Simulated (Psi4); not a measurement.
**SiH4O4 (orthosilicic acid): BHLYP/def2-SVP**

What is the vertical ionisation energy of SiH4O4 (orthosilicic acid) at BHLYP/def2-SVP? 

The results are computed with Psi4 1.11.

## (1) The system as given

SiH4O4 has 9 atoms, charge 0, and is taken as a singlet. SMILES: `O[Si](O)(O)O`. The shape is that of a PBE0-D4/def2-TZVP optimisation. This is one conformer, not always the lowest.

Bond lengths: O1–Si2 1.631 Å, Si2–O3 1.631 Å, Si2–O4 1.631 Å, Si2–O5 1.631 Å, O1–H6 0.958 Å, O3–H7 0.958 Å, O4–H8 0.958 Å, O5–H9 0.958 Å. Angles: O1–Si2–O3 106.4°, O1–Si2–O4 115.8°, O1–Si2–O5 106.4°, O3–Si2–O4 106.4°, O3–Si2–O5 115.8°, O4–Si2–O5 106.4°, Si2–O1–H6 116.6°, Si2–O3–H7 116.6°, Si2–O4–H8 116.6°, Si2–O5–H9 116.6°.

## (2) Energy and forces at BHLYP/def2-SVP

Input file calc.dat:

```
memory 2200 MB

molecule geom {
  0 1
  O     -0.969050     0.776350    -1.057560
  Si     0.000010     0.000030    -0.000040
  O      1.527610     0.433680    -0.372150
  O     -0.043140    -1.629280    -0.059900
  O     -0.515400     0.419370     1.489460
  H     -0.639460     0.869750    -1.952330
  H      2.226280    -0.135170    -0.046190
  H     -0.768040    -2.056130     0.398680
  H     -0.818790     1.321420     1.600040
  units angstrom
  symmetry c1
}

set globals {
  puream               true
  e_convergence        1e-09
  d_convergence        1e-08
  scf_type             pk
  dft_radial_points    99
  dft_spherical_points 590
}

e, wfn = gradient("bhhlyp/def2-SVP", return_wfn=True)
oeprop(wfn, "MAYER_INDICES", "WIBERG_LOWDIN_INDICES", "DIPOLE", title="BHHLYP")
```

Run with:

```sh
$ psi4 calc.dat calc.out -n 1
```

calc.out:

```text
[...]
  Running in c1 symmetry.
[...]
  Nuclear repulsion =  269.977267005942508
[...]
  Multiplicity = 1
[...]
  Nalpha       = 25
  Nbeta        = 25
[...]
    Number of basis functions: 94
[...]
   @RKS iter   1:  -592.15184135586514   -4.70301e-01   1.05768e-02 ADIIS/DIIS
[...]
   @RKS iter  10:  -592.51723777450241   -6.02540e-12   3.62273e-09 DIIS
[...]
    Orbital Energies [Eh]
    ---------------------
    Doubly Occupied:
       1A    -67.202562     2A    -19.677502     3A    -19.677472
       4A    -19.677470     5A    -19.677462     6A     -5.666463
       7A     -3.935149     8A     -3.935149     9A     -3.934987
      10A     -1.156532    11A     -1.113953    12A     -1.113952
      13A     -1.107771    14A     -0.666417    15A     -0.602583
      16A     -0.602581    17A     -0.592232    18A     -0.474384
      19A     -0.447022    20A     -0.443933    21A     -0.443931
      22A     -0.422847    23A     -0.417384    24A     -0.387799
      25A     -0.387796
[...]
  @RKS Final Energy:  -592.51723777450241
   => Energetics <=
    Nuclear Repulsion Energy =            269.9772670059425081
    One-Electron Energy =               -1356.3175575827142438
    Two-Electron Energy =                 523.2643325771251739
    DFT Exchange-Correlation Energy =     -29.4412797748559498
    Empirical Dispersion Energy =           0.0000000000000000
    VV10 Nonlocal Energy =                  0.0000000000000000
    Total Energy =                       -592.5172377745024050
[...]
  -Total Gradient:
     Atom            X                  Y                   Z
    ------   -----------------  -----------------  -----------------
       1        0.000346980142    -0.001924202026     0.008063994898
       2        0.000004073396    -0.000002334564     0.000000922563
       3       -0.007827040221     0.002299023310    -0.001578753009
       4        0.004861678617     0.006319743842    -0.002325900800
       5        0.002613299199    -0.006682884472    -0.004169241489
       6        0.002195402775     0.000012732185    -0.004647650413
       7        0.003300114150    -0.003296256272     0.002176566224
       8       -0.004191809823    -0.001698128960     0.002452209815
       9       -0.001302734227     0.004972342133     0.000027855546
[...]
 Multipole Moments:
 ------------------------------------------------------------------------------------
     Multipole            Electronic (a.u.)      Nuclear  (a.u.)        Total (a.u.)
 ------------------------------------------------------------------------------------
 L = 1.  Multiply by 2.5417464519 to convert [e a0] to [Debye]
 Dipole X            :          0.0000239           -0.0000323           -0.0000084
 Dipole Y            :          0.0000745           -0.0002244           -0.0001499
 Dipole Z            :         -0.0000950            0.0003169            0.0002219
 Magnitude           :                                                    0.0002679
[...]
```

Wall time 36 s (1 thread of AMD EPYC 7R43 (Zen 3), shared host); peak memory 0.9 GiB.

## (3) The doublet cation: the energy at UBHLYP/def2-SVP

Input file h4o4si.xyz:

```xyz
9
H4O4Si
O     -0.969050     0.776350    -1.057560
Si     0.000010     0.000030    -0.000040
O      1.527610     0.433680    -0.372150
O     -0.043140    -1.629280    -0.059900
O     -0.515400     0.419370     1.489460
H     -0.639460     0.869750    -1.952330
H      2.226280    -0.135170    -0.046190
H     -0.768040    -2.056130     0.398680
H     -0.818790     1.321420     1.600040
```

Input file run_ase.py:

```python
import numpy as np
from ase.calculators.psi4 import Psi4
from ase.io import read

mol = read('h4o4si.xyz')
calc = Psi4(atoms=mol, method='bhhlyp', basis='def2-SVP', memory='2200MB', num_threads=1, charge=1, multiplicity=2, label='psi4-calc', reference='uks')
calc.psi4.set_options({'puream': True, 'e_convergence': 1e-09, 'd_convergence': 1e-08, 'scf_type': 'pk', 'dft_radial_points': 99, 'dft_spherical_points': 590, 'maxiter': 100})
mol.calc = calc

print(f'energy: {mol.get_potential_energy():.6f} eV')
```

Run with:

```sh
$ python run_ase.py
```

psi4-calc.dat:

```text
[...]
  Running in c1 symmetry.
[...]
  Nuclear repulsion =  269.977267005942508
[...]
  Multiplicity = 2
[...]
  Nalpha       = 25
  Nbeta        = 24
[...]
    Number of basis functions: 94
[...]
   @UKS iter   1:  -591.86704611462596   -1.85506e-01   7.97724e-03 DIIS/ADIIS
[...]
   @UKS iter  28:  -592.08284825095711   -3.75167e-12   9.11557e-09 DIIS
[...]
   @S^2 Observed:                7.663411941E-01
[...]
    Orbital Energies [Eh]
    ---------------------
    Alpha Occupied:
       1A    -67.465328     2A    -19.968748     3A    -19.968673
       4A    -19.962347     5A    -19.962263     6A     -5.929722
       7A     -4.198594     8A     -4.198359     9A     -4.197988
      10A     -1.434108    11A     -1.396031    12A     -1.389478
      13A     -1.386510    14A     -0.930423    15A     -0.870030
      16A     -0.866330    17A     -0.858570    18A     -0.753165
      19A     -0.722970    20A     -0.719590    21A     -0.711193
      22A     -0.708963    23A     -0.687962    24A     -0.683140
      25A     -0.670363
    Alpha Virtual:
[...]
  @UKS Final Energy:  -592.08284825095711
   => Energetics <=
    Nuclear Repulsion Energy =            269.9772670059425081
    One-Electron Energy =               -1343.0211436144900290
    Two-Electron Energy =                 510.1730947299643617
    DFT Exchange-Correlation Energy =     -29.2120663723738474
    Empirical Dispersion Energy =           0.0000000000000000
    VV10 Nonlocal Energy =                  0.0000000000000000
    Total Energy =                       -592.0828482509572268
[...]
 Multipole Moments:
 ------------------------------------------------------------------------------------
     Multipole            Electronic (a.u.)      Nuclear  (a.u.)        Total (a.u.)
 ------------------------------------------------------------------------------------
 L = 1.  Multiply by 2.5417464519 to convert [e a0] to [Debye]
 Dipole X            :          0.0520743           -0.0000323            0.0520420
 Dipole Y            :          0.0431021           -0.0002244            0.0428777
 Dipole Z            :          0.0567957            0.0003169            0.0571126
 Magnitude           :                                                    0.0883669
[...]
```

Standard output:

```text
energy: -16111.394942 eV
```

It took 81 s on 1 thread of AMD EPYC 7R43 (Zen 3), shared host; peak memory 0.91 GiB.

## (4) Summary of results

Level: BHLYP/def2-SVP.

```
                                          quantity          value
                      singlet SiH4O4: total energy  -592.51724 Eh
                     singlet SiH4O4: dipole moment         0.00 D
                       singlet SiH4O4: HOMO energy      -10.55 eV
                       singlet SiH4O4: LUMO energy        1.86 eV
                     singlet SiH4O4: HOMO–LUMO gap       12.41 eV
          singlet SiH4O4: largest force on an atom     0.427 eV/Å
                      doublet cation: total energy  -592.08285 Eh
doublet cation: HOMO energy (highest over α and β)      -16.17 eV
 doublet cation: LUMO energy (lowest over α and β)      -13.10 eV
                              doublet cation: ⟨S²⟩          0.766
vertical ionisation energy (to the doublet cation)      11.820 eV
```

The vertical ionisation energy comes to 11.82 eV (1140 kJ/mol). The largest force (singlet SiH4O4) is 0.43 eV/Å: the shape isn't a stationary point for this species at this level. The negative HOMO energy of the first species, 10.55 eV, lies 1.27 eV below that difference.
